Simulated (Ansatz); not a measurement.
# C₂H₆BN: basis-set convergence

An exercise on one series of results from a longer session: the logs are not shown, and one member is left open.

Program: Ansatz 0.2.0, Gaussian basis. Level of theory: one geometry, several basis sets. These are calculated values, not measurements.

Levels to be run: PBE0-D4/def2-SVP; ωB97M-V/def2-SVP; PBE0-D4/def2-QZVPP; ωB97M-V/def2-QZVPP; the functionals' def2-TZVPP values are taken from earlier runs.

## The relaxed structure

The geometry comes from an earlier relaxation with PBE0-D4 in a triple-zeta def2 set; it is a stationary point, not always the lowest conformer.

SMILES `[BH3-]C#[N+]C`, 10 atoms, charge 0, spin multiplicity 1.

Atoms are counted from 1 here; the program's logs count them from 0.

Bond lengths: B1–C2 1.535 Å, B1–H5 1.213 Å, B1–H6 1.213 Å, B1–H7 1.213 Å, C2–N3 1.155 Å, N3–C4 1.407 Å, C4–H8 1.091 Å, C4–H9 1.091 Å, C4–H10 1.091 Å. Angles: C2–B1–H5 106.1°, C2–B1–H6 106.1°, C2–B1–H7 106.1°, H5–B1–H6 112.6°, H5–B1–H7 112.6°, H6–B1–H7 112.6°, B1–C2–N3 180.0°, C2–N3–C4 179.9°, N3–C4–H8 109.7°, N3–C4–H9 109.7°, N3–C4–H10 109.7°, H8–C4–H9 109.3°, H8–C4–H10 109.3°, H9–C4–H10 109.3°.

Set-up of the first run:

in.yaml

```yaml
crystal:
  periodic: [false, false, false]
  atoms:
    - {symbol: B, position_ang: [-1.081478, 1.189964, -1.304463]}
    - {symbol: C, position_ang: [-0.280516, 0.306960, -0.338235]}
    - {symbol: N, position_ang: [0.322557, -0.357222, 0.389788]}
    - {symbol: C, position_ang: [1.058326, -1.164428, 1.276473]}
    - {symbol: H, position_ang: [-1.429555, 0.465658, -2.212542]}
    - {symbol: H, position_ang: [-2.018125, 1.621822, -0.666757]}
    - {symbol: H, position_ang: [-0.322846, 2.063115, -1.668613]}
    - {symbol: H, position_ang: [1.140271, -2.174319, 0.872292]}
    - {symbol: H, position_ang: [2.057760, -0.747950, 1.409308]}
    - {symbol: H, position_ang: [0.553606, -1.203609, 2.242750]}
basis:
  gaussian: {orbitals: def2-SVP}
hamiltonian: {xc: pbe0, dispersion: d4}
output: {orbitals: {seedname: orbitals}}
```

Started as:

```
$ ansatz run in.yaml --threads 4 --pin off --events-out ev --progress --plain --max-ram 10444MiB
```

Steps of the session up to this table: PBE0-D4 in def2-SVP; ωB97M-V in def2-SVP; PBE0-D4 in def2-QZVPP; ωB97M-V in def2-QZVPP.

One table of the session follows, with a row left open; its other results are not shown here.

It belongs to the step «Density functionals: the series». 

| functional | basis | HOMO (eV) | LUMO (eV) |
| --- | --- | --- | --- |
| PBE0-D4 | def2-SVP | -8.00 | 0.01 |
| PBE0-D4 | def2-TZVPP | -8.10 | -0.09 |
| PBE0-D4 | def2-QZVPP | -8.11 | -0.13 |
| ωB97M-V | def2-SVP | ? | ? |
| ωB97M-V | def2-TZVPP | -10.33 | 1.72 |
| ωB97M-V | def2-QZVPP | -10.33 | 1.08 |

**Question.** Estimate the row for ωB97M-V, def2-SVP.

**Answer.** HOMO (eV): -10.17; LUMO (eV): 2.18. In the column «HOMO (eV)» it lies between ωB97M-V, def2-QZVPP (-10.33) and PBE0-D4, def2-QZVPP (-8.11).
